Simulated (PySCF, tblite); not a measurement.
# C5H12Si2: dynamics, then NMR shifts on frames, part 2 of 2

tblite 0.8.0 and PySCF 2.14.0. Atoms count from 0. The steps go on from the part before.

## (6) NMR shieldings: 800 fs, PBE0/pcSseg-1

Job settings and geometry (Å):

```
{"job": {"kind": "nmr", "xc": "PBE0", "basis": "pcSseg-1", "pop": false}, "charge": 0, "multiplicity": 1}
C     -1.233600     2.313400    -1.454000
C     -0.782700     1.176900    -0.828500
C     -1.365200    -0.209200    -1.246200
Si     0.460900     1.063100     0.597700
C      0.303600    -0.088400     2.089000
Si     1.976000    -0.957700     1.852600
C      2.109500     0.153600     0.249500
H     -0.933600     3.339900    -1.157000
H     -1.824000     2.339700    -2.353700
H     -2.329000    -0.284500    -1.747800
H     -0.546900    -0.693700    -1.828600
H     -1.514500    -0.922500    -0.423100
H      0.862000     2.397400     0.856900
H     -0.611700    -0.653800     2.168000
H      0.245100     0.634700     2.863600
H      1.845800    -2.362300     1.581700
H      2.875100    -0.660000     2.982200
H      2.832200     0.912700     0.478700
H      2.516300    -0.294300    -0.681300
```

Level: GIAO PBE0/pcSseg-1 NMR shielding, non-relativistic, gas phase.

The log of the run:

```text
coarse grid: 16120 points
cycle   1  E = -776.0305147634  dE =  4.483e-01  |g| = 5.581e-01  |ddm| = 3.889e+00
cycle   2  E = -775.9817888791  dE =  4.873e-02  |g| = 6.898e-01  |ddm| = 1.165e+00
cycle   3  E = -776.1115780787  dE = -1.298e-01  |g| = 6.671e-02  |ddm| = 7.436e-01
cycle   4  E = -776.1125678361  dE = -9.898e-04  |g| = 3.287e-02  |ddm| = 1.057e-01
cycle   5  E = -776.1128312847  dE = -2.634e-04  |g| = 1.168e-02  |ddm| = 3.484e-02
cycle   6  E = -776.1128638715  dE = -3.259e-05  |g| = 3.538e-03  |ddm| = 1.142e-02
cycle   7  E = -776.1128671825  dE = -3.311e-06  |g| = 3.895e-04  |ddm| = 3.666e-03
final grid: 144360 points
cycle   8  E = -776.1541454118  dE = -2.663e-05  |g| = 7.842e-03  |ddm| = 2.555e-02
cycle   9  E = -776.1541371927  dE =  8.219e-06  |g| = 9.579e-03  |ddm| = 1.625e-02
cycle  10  E = -776.1541615507  dE = -2.436e-05  |g| = 1.168e-03  |ddm| = 9.363e-03
cycle  11  E = -776.1541618770  dE = -3.263e-07  |g| = 3.524e-04  |ddm| = 1.218e-03
cycle  12  E = -776.1541619078  dE = -3.083e-08  |g| = 9.077e-05  |ddm| = 3.301e-04
cycle  13  E = -776.1541619098  dE = -1.956e-09  |g| = 2.748e-05  |ddm| = 1.034e-04
cycle  14  E = -776.1541619100  dE = -1.996e-10  |g| = 3.867e-06  |ddm| = 3.473e-05
converged SCF energy = -776.1541619100

GIAO shielding tensors (ppm)
atom      isotropic    diamagn.    paramagn.     s11        s22        s33       span
  0 C       44.316     249.560    -205.244    -71.596     52.855    151.690    223.286
  1 C       26.343     260.634    -234.291    -88.666     -1.089    168.784    257.450
  2 C      162.083     250.812     -88.729    146.407    150.625    189.217     42.810
  3 Si     355.933     881.688    -525.755    304.462    370.342    392.995     88.533
  4 C      192.168     259.384     -67.216    160.073    204.423    212.009     51.936
  5 Si     391.055     880.727    -489.672    364.773    378.442    429.949     65.177
  6 C      183.276     254.299     -71.023    145.193    200.790    203.844     58.652
  7 H       25.134      29.324      -4.189     22.144     23.973     29.286      7.142
  8 H       25.279      29.661      -4.381     22.053     24.729     29.055      7.002
  9 H       29.583      30.642      -1.059     25.321     27.872     35.557     10.236
 10 H       28.859      31.362      -2.502     25.255     27.531     33.791      8.536
 11 H       29.512      33.274      -3.762     24.617     30.541     33.378      8.762
 12 H       27.141      32.253      -5.112     23.717     26.278     31.427      7.710
 13 H       31.295      32.976      -1.681     26.582     28.662     38.641     12.059
 14 H       31.573      31.194       0.378     27.214     28.926     38.578     11.364
 15 H       27.240      29.932      -2.692     24.455     24.867     32.397      7.942
 16 H       26.765      28.822      -2.057     23.905     24.268     32.121      8.216
 17 H       30.773      30.590       0.183     27.296     28.607     36.415      9.119
 18 H       30.478      30.784      -0.306     25.905     27.224     38.304     12.399
```

It took 33 s on 1 thread of AMD EPYC 7R43, shared host; peak memory 0.85 GiB.

In short: δ C1 160.6, C0 142.6, C2 24.8, C6 3.6, H7 6.58, H8 6.44 ppm.

## (7) Shielding tensors: 1000 fs, PBE0/pcSseg-1

Job settings and geometry (Å):

```
{"job": {"kind": "nmr", "xc": "PBE0", "basis": "pcSseg-1", "pop": false}, "charge": 0, "multiplicity": 1}
C     -0.721500     2.414800    -1.724500
C     -0.550100     1.302400    -1.024900
C     -0.864500    -0.024700    -1.742300
Si     0.510200     1.262000     0.549300
C      0.015100    -0.165300     1.682300
Si     1.649100    -1.168100     1.174600
C      2.286400     0.541000     0.294800
H     -0.372500     3.264300    -1.130600
H     -1.101900     2.465600    -2.727400
H     -1.558000    -0.624600    -1.161500
H     -1.242300     0.158200    -2.762000
H      0.104800    -0.598100    -1.864200
H      0.596300     2.393700     1.415700
H     -1.058100    -0.410200     1.542800
H      0.058500     0.116800     2.712900
H      1.026900    -1.882300     0.003600
H      2.467200    -1.992900     2.055800
H      2.936200     1.089800     0.940800
H      2.588400     0.547800    -0.731900
```

Level: GIAO PBE0/pcSseg-1 NMR shielding, non-relativistic, gas phase.

The log of the run:

```text
coarse grid: 16120 points
cycle   1  E = -776.0204693701  dE =  4.514e-01  |g| = 5.710e-01  |ddm| = 3.882e+00
cycle   2  E = -775.9670765364  dE =  5.339e-02  |g| = 7.096e-01  |ddm| = 1.316e+00
cycle   3  E = -776.1072632929  dE = -1.402e-01  |g| = 6.664e-02  |ddm| = 8.423e-01
cycle   4  E = -776.1081569608  dE = -8.937e-04  |g| = 3.667e-02  |ddm| = 1.063e-01
cycle   5  E = -776.1084863590  dE = -3.294e-04  |g| = 1.082e-02  |ddm| = 3.719e-02
cycle   6  E = -776.1085142368  dE = -2.788e-05  |g| = 3.001e-03  |ddm| = 1.112e-02
cycle   7  E = -776.1085166671  dE = -2.430e-06  |g| = 2.992e-04  |ddm| = 3.412e-03
final grid: 144360 points
cycle   8  E = -776.1503693831  dE = -3.046e-05  |g| = 7.623e-03  |ddm| = 2.737e-02
cycle   9  E = -776.1503622454  dE =  7.138e-06  |g| = 9.181e-03  |ddm| = 1.629e-02
cycle  10  E = -776.1503847034  dE = -2.246e-05  |g| = 9.726e-04  |ddm| = 9.334e-03
cycle  11  E = -776.1503849153  dE = -2.119e-07  |g| = 3.557e-04  |ddm| = 1.167e-03
cycle  12  E = -776.1503849463  dE = -3.100e-08  |g| = 8.527e-05  |ddm| = 3.288e-04
cycle  13  E = -776.1503849479  dE = -1.619e-09  |g| = 3.032e-05  |ddm| = 1.028e-04
cycle  14  E = -776.1503849482  dE = -2.399e-10  |g| = 4.915e-06  |ddm| = 3.915e-05
converged SCF energy = -776.1503849482

GIAO shielding tensors (ppm)
atom      isotropic    diamagn.    paramagn.     s11        s22        s33       span
  0 C       46.410     255.046    -208.636    -78.068     74.704    142.595    220.663
  1 C       25.992     262.054    -236.062    -97.310     13.024    162.263    259.572
  2 C      152.451     249.240     -96.789    132.261    146.476    178.618     46.356
  3 Si     362.990     883.071    -520.081    340.892    360.511    387.566     46.674
  4 C      186.367     256.845     -70.478    165.476    192.766    200.858     35.381
  5 Si     386.461     880.816    -494.355    310.556    401.375    447.452    136.896
  6 C      178.531     260.286     -81.755    147.424    191.784    196.385     48.961
  7 H       25.445      30.008      -4.562     20.936     22.424     32.975     12.039
  8 H       24.947      31.153      -6.206     20.829     25.223     28.788      7.959
  9 H       29.175      31.931      -2.756     25.129     28.984     33.411      8.281
 10 H       29.272      31.395      -2.124     26.056     27.895     33.864      7.809
 11 H       28.274      31.387      -3.113     23.883     28.925     32.015      8.132
 12 H       26.378      31.791      -5.413     23.422     24.257     31.454      8.032
 13 H       30.597      32.775      -2.178     25.405     28.787     37.599     12.194
 14 H       31.544      32.198      -0.653     28.003     28.612     38.017     10.014
 15 H       25.601      31.356      -5.755     22.927     25.171     28.706      5.778
 16 H       26.430      29.498      -3.068     22.339     24.149     32.802     10.463
 17 H       31.052      31.935      -0.883     27.681     28.464     37.011      9.330
 18 H       31.230      32.896      -1.666     26.879     29.045     37.767     10.887
```

Wall time 35 s (1 thread of AMD EPYC 7R43, shared host); peak memory 0.84 GiB.

Key values: δ C1 160.9, C0 140.5, C2 34.5, C6 8.4, H8 6.77, H7 6.27 ppm.

## (8) Run by run: NMR shifts

Shifts (ppm) of some atoms, chosen among heavy atoms and hydrogens apart, with basis size and wall time:

```
  frame     C1     C0    C2    C4    H18   H10    Si3  functions  time
 250 fs  165.7  133.9  21.6   6.9   2.41  0.43    5.9        193  33 s
 425 fs  156.0  143.5  31.6   6.5  -0.47  1.73  -19.7        193  32 s
 625 fs  151.2  141.9  22.8   4.3  -0.44  1.24  -14.2        193  33 s
 800 fs  160.6  142.6  24.8  -5.2   1.24  2.86   -6.8        193  33 s
1000 fs  160.9  140.5  34.5   0.6   0.49  2.45  -13.8        193  35 s
```

## (9) Summary of results

This closing draws on all 2 parts.

| quantity | value |
| --- | --- |
| thermostat | 400 K |
| mean temperature, second half | 451 K |
| mean potential energy above the minimum | 0.89 eV |
| ¹³C shifts against TMS (PBE0/pcSseg-1, 250 fs) | 165.7, 133.9, 21.6, 6.9, 3.3 ppm |
| ¹H shifts against TMS (PBE0/pcSseg-1, 250 fs) | 6.68, 5.94, 5.74, 5.45, 5.30, 3.32, 2.81, 2.79, 2.41, 1.51, 1.48, 0.43 ppm |
| ²⁹Si shifts against TMS (PBE0/pcSseg-1, 250 fs) | 5.9, -37.4 ppm |
| range of the shift of Si3 | -19.7 to 5.9 ppm |

In words: In the second half the potential energy averages 0.89 eV above the minimum; equipartition over 51 harmonic modes at 400 K would give 0.88 eV. With 19 atoms the temperature swings widely (202 to 619 K). Shifts at one fixed geometry are not the observed spectrum, which averages over the motion. In the first frame run (250 fs): The largest span, 269 ppm, is at C1, where the paramagnetic term is -246 ppm. Across the 5 runs the shift of Si3 moves most, between -19.7 (425 fs) and 5.9 ppm (250 fs).
